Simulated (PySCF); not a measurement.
**[ErO2]-: valence singlet, from a linear start**

The task is one start of a wider search on [ErO2]-: the valence singlet, built as linear. It is relaxed, tested by its Hessian and followed downhill if it is a saddle.

Computed with PySCF 2.14.0. Level: PBE0, basis Er lcecp-1-TZVP with ECP57, O def2-TZVP, scalar-relativistic core potentials, no spin–orbit coupling, density fitting.

### 1 Where the work starts

3 atoms, charge -1, spin multiplicity 1.

Bond lengths: Er1–O2 1.900 Å, Er1–O3 1.900 Å. Angles: O2–Er1–O3 180.0°.

```xyz
3
charge -1 multiplicity 1
Er    0.0000    0.0000    0.0000
O     0.0000    0.0000    1.9000
O     0.0000    0.0000   -1.9000
```

### 2 First SCF at the start

One driver script runs all steps and calls PySCF; scf.py shows how it sets up the SCF of each step. The optimiser is the driver's own. After this first run the driver tries any further starts and a stability analysis.

scf.py reads:

```python
from pyscf import gto, scf, dft
mol = gto.M(atom='''
Er     0.000000     0.000000     0.000000
O      0.000000     0.000000     1.900000
O      0.000000     0.000000    -1.900000''',
    basis={'Er': 'lcecp-1-TZVP', 'O': 'def2-TZVP'},
    ecp={'Er': 'lcecp-1-TZVP'},
    charge=-1, spin=0)
mf = dft.RKS(mol, xc='PBE0')
mf.grids.atom_grid = (50, 194)
aux = {'Er': 'AutoAux', 'O': 'def2-universal-JKFIT'}  # AutoAux: made from the orbital basis by basis_set_exchange (get_aux=1)
mf = mf.density_fit(auxbasis=aux)
mf.conv_tol = 1e-08
mf.diis_space = 10
mf.max_cycle = 60
mf.verbose = 4
# dm0: spherical densities of the free atoms in this basis, scaled to the electron count
mf.kernel(dm0)
```

Command:

```bash
OMP_NUM_THREADS=2 python axn.py task.json out
```

Further steps of the session: Relaxing the valence singlet from the linear start; Frequencies; Following the imaginary mode; Hessian and properties.

Before running it: what results should come out? Wanted: minimum; geometry; wavenumbers; dipole moment; highest occupied, lowest empty level; polar-tensor charge of Er1; zero-point energy.

The runs gave:

```
                            quantity                                        value
                             minimum  valence singlet (4f shell in the core), C2v
                            geometry             Er–O 1.920 Å (×2); O–Er–O 114.7°
                  wavenumbers (cm⁻¹)                 201 (a1), 607 (b2), 721 (a1)
      dipole moment (centre of mass)                                       9.31 D
highest occupied, lowest empty level                                0.10, 2.08 eV
          polar-tensor charge of Er1                                      +1.11 e
                   zero-point energy                                   9.1 kJ/mol
                 entropy at 298.15 K                              281.4 J/(mol K)
```

**Reading.** From D∞h at the start the molecule goes to a C2v minimum, after a stop at a second-order saddle point 79.7 kJ/mol higher, from which it was pushed off along an imaginary mode. The strongest infrared band lies at 607 cm⁻¹ (b2, stretch). Only this shape and spin were tried, so other structures or states may lie lower. The highest occupied level lies above zero: either self-interaction error lifts it or the extra electron is not bound, and the basis holds it in place. The 4f shell sits in the core potential, so its spin is not counted. An anion needs diffuse functions, and this basis has none. Spin–orbit coupling is left out.
